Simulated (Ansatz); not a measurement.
# FGeH6NO3: the cost of one run

Program: Ansatz 0.2.0. Level of theory: RKS PBE0-D4/def2-SVP. These are calculated values, not measurements.

### 1 Starting point

Bond lengths: Ge1–F2 2.030 Å, Ge1–O3 1.770 Å, O3–H4 1.010 Å, Ge1–O5 1.769 Å, O5–H6 1.010 Å, Ge1–O7 1.769 Å, O7–H8 1.010 Å, Ge1–N9 2.210 Å, N9–H10 1.060 Å, N9–H11 1.060 Å. Angles (14 of 16 angles, heavy atoms first): F2–Ge1–O3 109.4°, F2–Ge1–O5 109.5°, F2–Ge1–O7 109.5°, F2–Ge1–N9 71.6°, O3–Ge1–O5 109.5°, O3–Ge1–O7 109.5°, O3–Ge1–N9 67.1°, O5–Ge1–O7 109.5°, O5–Ge1–N9 72.9°, O7–Ge1–N9 176.5°, Ge1–O3–H4 109.5°, Ge1–O5–H6 109.5°, Ge1–O7–H8 109.5°, Ge1–N9–H10 120.0°.

Structure file:

```xyz
12

Ge    0.0000    0.0000    0.0000
F     0.0000    0.0000    2.0300
O     1.6691    0.0000   -0.5894
H     1.9855   -0.9521   -0.7061
O    -0.8337    1.4443   -0.5894
H    -1.7915    1.2136   -0.8118
O    -0.8337   -1.4443   -0.5894
H    -1.2883   -1.9100    0.1830
N     1.1590    1.7479    0.6969
H     2.0156    1.6075    1.3053
H     0.8584    2.7267    0.4227
H     0.6799    1.0253    1.7808
```

### 2 A restrained relaxation towards end A

Springs on the bonds that form and break draw the guess towards this end; the thresholds are loose.

The input, input.yaml:

```yaml
crystal:
  periodic: [false, false, false]
  atoms:
    - { symbol: Ge, position_ang: [0.0, 0.0, 0.0] }
    - { symbol: F, position_ang: [0.0, 0.0, 2.03] }
    - { symbol: O, position_ang: [1.6691, 0.0, -0.5894] }
    - { symbol: H, position_ang: [1.9855, -0.9521, -0.7061] }
    - { symbol: O, position_ang: [-0.8337, 1.4443, -0.5894] }
    - { symbol: H, position_ang: [-1.7915, 1.2136, -0.8118] }
    - { symbol: O, position_ang: [-0.8337, -1.4443, -0.5894] }
    - { symbol: H, position_ang: [-1.2883, -1.91, 0.183] }
    - { symbol: "N", position_ang: [1.159, 1.7479, 0.6969] }
    - { symbol: H, position_ang: [2.0156, 1.6075, 1.3053] }
    - { symbol: H, position_ang: [0.8584, 2.7267, 0.4227] }
    - { symbol: H, position_ang: [0.6799, 1.0253, 1.7808] }
basis:
  gaussian: { orbitals: def2-SVP }
hamiltonian:
  xc: pbe0
  dispersion: d4
relax:
  f_tol: 0.15
  max_steps: 25
  restrain:
    - { distance: [0, 8], at: 3.11, k: 30.0 }
    - { distance: [11, 1], at: 2.12, k: 30.0 }
    - { distance: [0, 1], at: 1.68, k: 30.0 }
    - { distance: [11, 8], at: 1.06, k: 30.0 }
output:
  orbitals: {}
```

Command:

```console
$ ansatz run input.yaml --threads 4 --pin off --max-ram 5120MiB --backend cpu --events-out ev --progress --plain --runs-dir out
```

What time and memory should one allow on 4 threads of Intel Xeon Platinum 8488C (Sapphire Rapids), shared host?

About 17 s, with a peak of 0.38 GiB.
